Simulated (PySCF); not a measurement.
# C₃HF₅O: runs on many settings

Aim: see how C₃HF₅O (`F[C@@H]1O[C@]1(F)C(F)(F)F`) answers to the choice of functional, basis, grid and SCF options, and what happens with inputs that are wrong on purpose.

The runs use PySCF 2.14.0, with density-fitted response routines of our own; the level of theory stands in each step. All values are computed, except where a source is named. Atoms count from 0, in the outputs and in this text.

### Step 1. The molecule as given

10 atoms, charge 0, multiplicity 1; geometry from: GFN2-xTB.

Bonds of the start (Å): F0–C1 1.34, C1–O2 1.38, O2–C3 1.37, C3–F4 1.35, C3–C5 1.53, C5–F6 1.34, C5–F7 1.33, C5–F8 1.33, C3–C1 1.47, C1–H9 1.09.

### Step 2. NMR shieldings: PBE0/pcSseg-1

Job settings and geometry (Å):

```
{"job": {"kind": "nmr", "xc": "PBE0", "basis": "pcSseg-1"}, "charge": 0, "multiplicity": 1}
F      1.200191     1.260659    -1.122946
C      1.374056     0.265666    -0.245973
O      0.956981    -0.990551    -0.644125
C      0.197138    -0.391651     0.332316
F      0.305257    -0.920099     1.570377
C     -1.244804     0.008909     0.016051
F     -1.576568     1.125371     0.671504
F     -1.410576     0.233487    -1.281080
F     -2.102289    -0.938125     0.384235
H      2.309496     0.350989     0.297114
```

With the program's defaults for keys left out, this is: GIAO PBE0/pcSseg-1 NMR shielding, non-relativistic, gas phase.

Command:

```sh
$ OMP_NUM_THREADS=1 python probes_run.py task.json out
```

The driver reads the jobs from task.json and runs them one after another.

What it wrote:

```text
coarse grid: 10400 points
cycle   1  E = -688.2524033713  dE =  1.898e+00  |g| = 1.202e+00  |ddm| = 2.928e+00
cycle   2  E = -687.8952050668  dE =  3.572e-01  |g| = 1.953e+00  |ddm| = 1.657e+00
cycle   3  E = -688.4920131385  dE = -5.968e-01  |g| = 9.156e-02  |ddm| = 1.075e+00
cycle   4  E = -688.4924556361  dE = -4.425e-04  |g| = 7.918e-02  |ddm| = 1.031e-01
cycle   5  E = -688.4934958185  dE = -1.040e-03  |g| = 1.395e-02  |ddm| = 5.129e-02
cycle   6  E = -688.4935231453  dE = -2.733e-05  |g| = 4.511e-03  |ddm| = 1.116e-02
cycle   7  E = -688.4935269246  dE = -3.779e-06  |g| = 7.194e-04  |ddm| = 3.008e-03
final grid: 108224 points
cycle   8  E = -688.5876970835  dE = -4.634e-05  |g| = 1.005e-02  |ddm| = 2.304e-02
cycle   9  E = -688.5876712706  dE =  2.581e-05  |g| = 1.607e-02  |ddm| = 1.351e-02
cycle  10  E = -688.5877139782  dE = -4.271e-05  |g| = 9.173e-04  |ddm| = 8.455e-03
cycle  11  E = -688.5877141035  dE = -1.253e-07  |g| = 4.355e-04  |ddm| = 8.234e-04
cycle  12  E = -688.5877141313  dE = -2.777e-08  |g| = 8.493e-05  |ddm| = 3.081e-04
cycle  13  E = -688.5877141323  dE = -1.038e-09  |g| = 1.988e-05  |ddm| = 6.179e-05
cycle  14  E = -688.5877141324  dE = -6.639e-11  |g| = 6.121e-06  |ddm| = 1.691e-05
converged SCF energy = -688.5877141324

GIAO shielding tensors (ppm)
atom      isotropic    diamagn.    paramagn.     s11        s22        s33       span
  0 F      351.349     472.130    -120.781    265.718    373.560    414.769    149.051
  1 C       98.008     245.499    -147.490     49.332     79.673    165.019    115.687
  2 O      204.212     397.120    -192.909     91.630    145.684    375.321    283.691
  3 C       95.873     246.347    -150.473     45.113     80.702    161.805    116.692
  4 F      351.740     472.254    -120.514    270.632    367.858    416.730    146.098
  5 C       58.071     239.213    -181.142     49.183     59.150     65.879     16.696
  6 F      259.888     471.818    -211.930    180.266    252.147    347.251    166.985
  7 F      259.021     472.366    -213.345    186.640    261.645    328.778    142.137
  8 F      261.737     469.945    -208.208    181.573    263.595    340.042    158.470
  9 H       26.147      27.618      -1.471     20.708     25.924     31.808     11.100
```

It took 17 s on 1 thread of Arm Neoverse V1, shared host; peak memory 0.72 GiB.

The references, computed at this level on geometries of the same kind, shield at (ppm): ¹H TMS 31.72, ¹³C TMS 186.9, ¹⁹F CFCl3 170.9, ¹⁷O H2O 336.1. Their shielding less the atom's gives the shift. The references are single molecules in the gas phase, so shifts against H2O, NH3, PH3, H3PO4 or CFCl3 are not on the usual liquid scales and can be off by tens of ppm. Atoms listed in one row are averaged.

| atoms | environment | σ (ppm) | δ (ppm) | δ scaled to CDCl3 |
| --- | --- | --- | --- | --- |
| C5 | CF3 carbon | 58.1 | 128.9 | 123.8 |
| C3 | three-membered-ring carbon bearing a halogen | 95.9 | 91.1 | 87.0 |
| C1 | three-membered-ring carbon bearing a halogen | 98.0 | 88.9 | 84.9 |
| H9 | hydrogen on a three-membered-ring carbon bearing a halogen | 26.15 | 5.57 | 5.36 |
| F6, F7, F8 | fluorine of a CF3 group | 260.2 | -89.3 | – |
| F0 | fluorine on an sp3 carbon | 351.3 | -180.4 | – |
| F4 | fluorine on an sp3 carbon | 351.7 | -180.8 | – |
| O2 | ether oxygen | 204.2 | 131.9 | – |

The scaled column applies a straight-line fit of computed shieldings to shifts measured in CDCl3, and one for carbons that bear F (root-mean-square error 0.16 ppm for H, 1.9 ppm for C).

Charges from the same density, by scheme (e):

| atoms | Mulliken | IAO | Hirshfeld | ESP fit |
| --- | --- | --- | --- | --- |
| F0 | -0.26 | -0.28 | -0.08 | -0.17 |
| C1 | 0.41 | 0.33 | 0.11 | 0.20 |
| O2 | -0.34 | -0.35 | -0.13 | -0.20 |
| C3 | 0.22 | 0.40 | 0.11 | 0.11 |
| F4 | -0.27 | -0.27 | -0.09 | -0.15 |
| C5 | 0.85 | 0.79 | 0.25 | 0.54 |
| F6, F7, F8 | -0.25 | -0.26 | -0.08 | -0.16 |

Mayer bond orders: F0–C1 1.00, C1–O2 0.99, O2–C3 0.94, C3–F4 0.98, C3–C5 0.90, C5–F6 1.01, C5–F7 1.04, C5–F8 1.02, C3–C1 0.93.

Ring of atoms C1, O2, C3: NICS(0) -40.8, NICS(1) -6.5, NICS(1)zz -17.1 ppm (means of both faces).

In rings of three or four atoms NICS is ruled by the nearby σ bonds, so it says little on aromaticity.

### Step 3. TDDFT and polarisability: PBE0/def2-SVPD

Settings changed since step 2:

```diff
@@ -1,2 +1,2 @@
-{"job": {"kind": "nmr", "xc": "PBE0", "basis": "pcSseg-1"}, "charge": 0, "multiplicity": 1}
+{"job": {"kind": "uv", "xc": "PBE0", "basis": "def2-SVPD", "nstates": 6, "ntriplets": 2}, "charge": 0, "multiplicity": 1}
 F      1.200191     1.260659    -1.122946
```

With the program's defaults for keys left out, this is: TDDFT PBE0/def2-SVPD, vertical, gas phase, core orbitals frozen in the response.

What it wrote:

```text
coarse grid: 10400 points
cycle   1  E = -687.8429860376  dE =  1.840e+00  |g| = 1.130e+00  |ddm| = 4.166e+00
cycle   2  E = -687.5123588794  dE =  3.306e-01  |g| = 1.830e+00  |ddm| = 2.900e+00
cycle   3  E = -688.0666536495  dE = -5.543e-01  |g| = 9.797e-02  |ddm| = 1.890e+00
cycle   4  E = -688.0674369240  dE = -7.833e-04  |g| = 7.521e-02  |ddm| = 1.982e-01
cycle   5  E = -688.0684274296  dE = -9.905e-04  |g| = 1.551e-02  |ddm| = 8.134e-02
cycle   6  E = -688.0684655241  dE = -3.809e-05  |g| = 3.990e-03  |ddm| = 1.765e-02
cycle   7  E = -688.0684685519  dE = -3.028e-06  |g| = 7.823e-04  |ddm| = 5.122e-03
final grid: 108224 points
cycle   8  E = -688.1636968241  dE = -3.375e-05  |g| = 9.646e-03  |ddm| = 7.901e-02
cycle   9  E = -688.1636723241  dE =  2.450e-05  |g| = 1.534e-02  |ddm| = 2.283e-02
cycle  10  E = -688.1637131501  dE = -4.083e-05  |g| = 9.238e-04  |ddm| = 1.460e-02
cycle  11  E = -688.1637132951  dE = -1.450e-07  |g| = 3.431e-04  |ddm| = 1.340e-03
cycle  12  E = -688.1637133139  dE = -1.888e-08  |g| = 7.167e-05  |ddm| = 3.380e-04
cycle  13  E = -688.1637133148  dE = -8.408e-10  |g| = 1.980e-05  |ddm| = 9.257e-05
converged SCF energy = -688.1637133148

Static polarisability (au): isotropic 42.427, principal 38.198 41.370 47.713

Singlet excitations
state   eV       nm        f      main configurations
  1   8.9892    137.9   0.04052   H->L 0.83, H->L+1 0.10
  2   9.3801    132.2   0.00281   H->L+1 0.79, H->L 0.13
  3   9.5976    129.2   0.04512   H->L+2 0.72, H-1->L 0.12
  4   9.7101    127.7   0.00789   H-1->L 0.44, H-1->L+1 0.17, H->L+2 0.14
  5  10.0369    123.5   0.10348   H->L+4 0.61, H->L+3 0.27
  6  10.0723    123.1   0.00627   H->L+3 0.61, H->L+4 0.27

Triplet excitations (Tamm-Dancoff, eV): 8.1055 8.8062
```

Wall time 34 s (1 thread of Arm Neoverse V1, shared host); peak memory 0.83 GiB.

The orbitals next to the gap, with their largest atomic shares:

| orbital | eV | atoms |
| --- | --- | --- |
| HOMO−3 | -12.26 | F0 44 %, F7 14 %, O2 9 % |
| HOMO−2 | -11.91 | F4 32 %, O2 19 %, F0 15 % |
| HOMO−1 | -10.69 | O2 61 %, C1 7 %, C3 6 % |
| HOMO | -9.85 | C3 21 %, O2 20 %, C1 20 % |
| LUMO | 0.61 | C1 27 %, H9 21 %, F0 13 % |
| LUMO+1 | 0.82 | F4 18 %, C3 18 %, C5 13 % |
| LUMO+2 | 1.18 | O2 28 %, F4 11 %, F6 11 % |

With each of the 6 states as a Gaussian band of 0.4 eV half-width at 1/e, the curve within the window shown has maxima at 125 nm (ε 5,300) L/(mol cm). Beyond the last state computed it falls off for lack of states. The curve at chosen wavelengths:

```tsv
nm	ε (L/mol/cm)
120	2283
121	3167
122	4024
123	4723
124	5164
126	5196
127	4885
128	4460
129	3990
130	3526
131	3104
132	2748
133	2473
135	2155
136	2075
137	2007
138	1924
139	1804
140	1641
141	1440
142	1216
144	769
145	576
146	415
147	288
148	193
```

Further results of this job:

| property | computed |
| --- | --- |
| dipole moment (D) | 1.89 |
| polarisability (Å³) | 6.29 |
| HOMO–LUMO gap (eV) | 10.46 |
| −ε(HOMO) (eV) | 9.85 |

### Step 4. NMR shieldings: PBE0/def2-SVP

Settings changed since step 3:

```diff
@@ -1,2 +1,2 @@
-{"job": {"kind": "uv", "xc": "PBE0", "basis": "def2-SVPD", "nstates": 6, "ntriplets": 2}, "charge": 0, "multiplicity": 1}
+{"job": {"kind": "nmr", "xc": "PBE0", "basis": "def2-SVP", "pop": true, "scf": {"max_cycle": 5}}, "charge": -1, "multiplicity": 1}
 F      1.200191     1.260659    -1.122946
```

Level: PBE0/def2-SVP.

What it wrote:

```text
RuntimeError: Electron number 73 and spin 0 are not consistent
Note mol.spin = 2S = Nalpha - Nbeta, not 2S+1
```

It took 0.05 s on 1 thread of Arm Neoverse V1, shared host.

Why it failed: Charge and multiplicity don't fit the number of electrons: an even count needs an odd multiplicity, and the reverse. Cure: mend the charge or the multiplicity.

### Step 5. Spin-spin couplings: OPBE/pcX-1

Settings changed since step 4:

```diff
@@ -1,2 +1,2 @@
-{"job": {"kind": "nmr", "xc": "PBE0", "basis": "def2-SVP", "pop": true, "scf": {"max_cycle": 5}}, "charge": -1, "multiplicity": 1}
+{"job": {"kind": "j", "xc": "OPBE", "basis": "pcX-1", "scf": {"max_cycle": 75}}, "charge": 0, "multiplicity": 5}
 F      1.200191     1.260659    -1.122946
```

Level: OPBE/pcX-1.

What it wrote:

```text
KeyError: 'Element h (Z=1) not found in basis pcX-1 version 1'
```

Wall time 0.02 s (1 thread of Arm Neoverse V1, shared host).

Diagnosis: The basis pcX-1 has no functions for an element of the molecule, so the input was refused before any integral. Cure: choose a basis that covers all elements.

### Step 6. NMR shieldings: PBE/pcSseg-1 in benzene

Settings changed since step 5:

```diff
@@ -1,2 +1,2 @@
-{"job": {"kind": "j", "xc": "OPBE", "basis": "pcX-1", "scf": {"max_cycle": 75}}, "charge": 0, "multiplicity": 5}
+{"job": {"kind": "nmr", "xc": "PBE", "basis": "pcSseg-1", "solvent": "benzene", "pop": false}, "charge": 0, "multiplicity": 1}
 F      1.200191     1.260659    -1.122946
```

Level: GIAO PBE/pcSseg-1 NMR shielding, non-relativistic, IEF-PCM benzene.

What it wrote:

```text
coarse grid: 10400 points
cycle   1  E = -688.2586172205  dE =  1.725e+00  |g| = 1.184e+00  |ddm| = 2.966e+00
cycle   2  E = -687.4729955105  dE =  7.856e-01  |g| = 2.523e+00  |ddm| = 2.140e+00
cycle   3  E = -688.4735172116  dE = -1.001e+00  |g| = 1.639e-01  |ddm| = 1.541e+00
cycle   4  E = -688.4749863457  dE = -1.469e-03  |g| = 1.432e-01  |ddm| = 1.990e-01
cycle   5  E = -688.4782800238  dE = -3.294e-03  |g| = 2.856e-02  |ddm| = 9.715e-02
cycle   6  E = -688.4784209819  dE = -1.410e-04  |g| = 9.748e-03  |ddm| = 2.530e-02
cycle   7  E = -688.4784390105  dE = -1.803e-05  |g| = 1.960e-03  |ddm| = 6.681e-03
cycle   8  E = -688.4784396730  dE = -6.625e-07  |g| = 3.782e-04  |ddm| = 1.350e-03
final grid: 108224 points
cycle   9  E = -688.6050120334  dE = -5.097e-05  |g| = 1.792e-02  |ddm| = 3.176e-02
cycle  10  E = -688.6048283916  dE =  1.836e-04  |g| = 3.766e-02  |ddm| = 2.898e-02
cycle  11  E = -688.6050637559  dE = -2.354e-04  |g| = 2.800e-03  |ddm| = 2.051e-02
cycle  12  E = -688.6050651352  dE = -1.379e-06  |g| = 6.350e-04  |ddm| = 2.104e-03
cycle  13  E = -688.6050651854  dE = -5.017e-08  |g| = 1.929e-04  |ddm| = 5.530e-04
cycle  14  E = -688.6050651915  dE = -6.083e-09  |g| = 4.641e-05  |ddm| = 1.624e-04
cycle  15  E = -688.6050651919  dE = -4.004e-10  |g| = 1.197e-05  |ddm| = 3.841e-05
converged SCF energy = -688.6050651919

GIAO shielding tensors (ppm)
atom      isotropic    diamagn.    paramagn.     s11        s22        s33       span
  0 F      336.737     472.607    -135.870    249.553    359.530    401.127    151.573
  1 C       89.579     246.329    -156.750     38.416     71.076    159.245    120.828
  2 O      191.366     398.057    -206.691     80.453    133.928    359.716    279.263
  3 C       87.706     247.740    -160.033     34.394     72.870    155.855    121.461
  4 F      337.351     472.609    -135.258    256.555    352.363    403.135    146.580
  5 C       48.080     240.872    -192.792     36.781     49.780     57.678     20.897
  6 F      244.237     472.363    -228.126    166.955    235.875    329.881    162.926
  7 F      242.533     473.119    -230.586    173.422    244.395    309.782    136.360
  8 F      245.514     470.425    -224.910    167.842    247.444    321.257    153.416
  9 H       25.823      27.675      -1.852     20.460     25.792     31.218     10.759
```

Run time: 12 s. Hardware: 1 thread of Arm Neoverse V1, shared host; peak memory 0.71 GiB.

This run: σ C5 48.1, C3 87.7, C1 89.6, F6 244.1, H9 25.82 ppm (means over like atoms).

### Step 7. Run by run: NMR shifts

Isotropic shieldings (ppm) of some atoms, chosen among heavy atoms and hydrogens apart, means over like atoms, with basis size and wall time:

| run | C5 | H9 | F6 | F0 | F4 | O2 | functions | time |
| --- | --- | --- | --- | --- | --- | --- | --- | --- |
| PBE0/pcSseg-1 | 58.1 | 26.15 | 260.2 | 351.3 | 351.7 | 204.2 | 158 | 17 s |
| PBE/pcSseg-1 in benzene | 48.1 | 25.82 | 244.1 | 336.7 | 337.4 | 191.4 | 158 | 12 s |

### Step 8. Results

```
                                                                 quantity                                            value
                                   ¹³C shifts against TMS (PBE0/pcSseg-1)                            128.9, 91.1, 88.9 ppm
                                    ¹H shifts against TMS (PBE0/pcSseg-1)                                         5.57 ppm
¹⁹F shifts against CFCl3 (PBE0/pcSseg-1, means over atoms taken as alike)                        -89.3, -180.4, -180.8 ppm
                                   ¹⁷O shifts against H2O (PBE0/pcSseg-1)                                        131.9 ppm
                                          lowest singlet (PBE0/def2-SVPD)                      8.99 eV (138 nm), f = 0.041
                                 brightest single state of those computed                     state 5, 10.04 eV, f = 0.103
                                                           lowest triplet                                          8.11 eV
                                             range of the shielding of F6                               244.1 to 260.2 ppm
                                            property runs in this session  5, of which 2 failed and 0 gave unsound results
```

What this shows: Single values in the summary come from the first run of each kind that ended normally (PBE0/pcSseg-1; PBE0/def2-SVPD), which need not be the best level. At PBE0/pcSseg-1: The widest tensor belongs to O2: span 284 ppm, with a paramagnetic part of -193 ppm. The lowest singlet, at 8.99 eV, is HOMO→LUMO 0.83, HOMO→LUMO+1 0.10 and is weak; of the 6 states computed, the strongest absorption comes from state 5 at 10.04 eV. The lowest triplet lies 0.88 eV below the lowest singlet (triplets in Tamm-Dancoff, singlets in full TDDFT). States above −ε(HOMO) lie where TDDFT describes them poorly and they hang on the basis; the brightest is among them. In ppm, F6 (with its like atoms) moves most: its shielding spreads over 16.1 ppm, from 244.1 (PBE/pcSseg-1 in benzene) to 260.2 (PBE0/pcSseg-1).
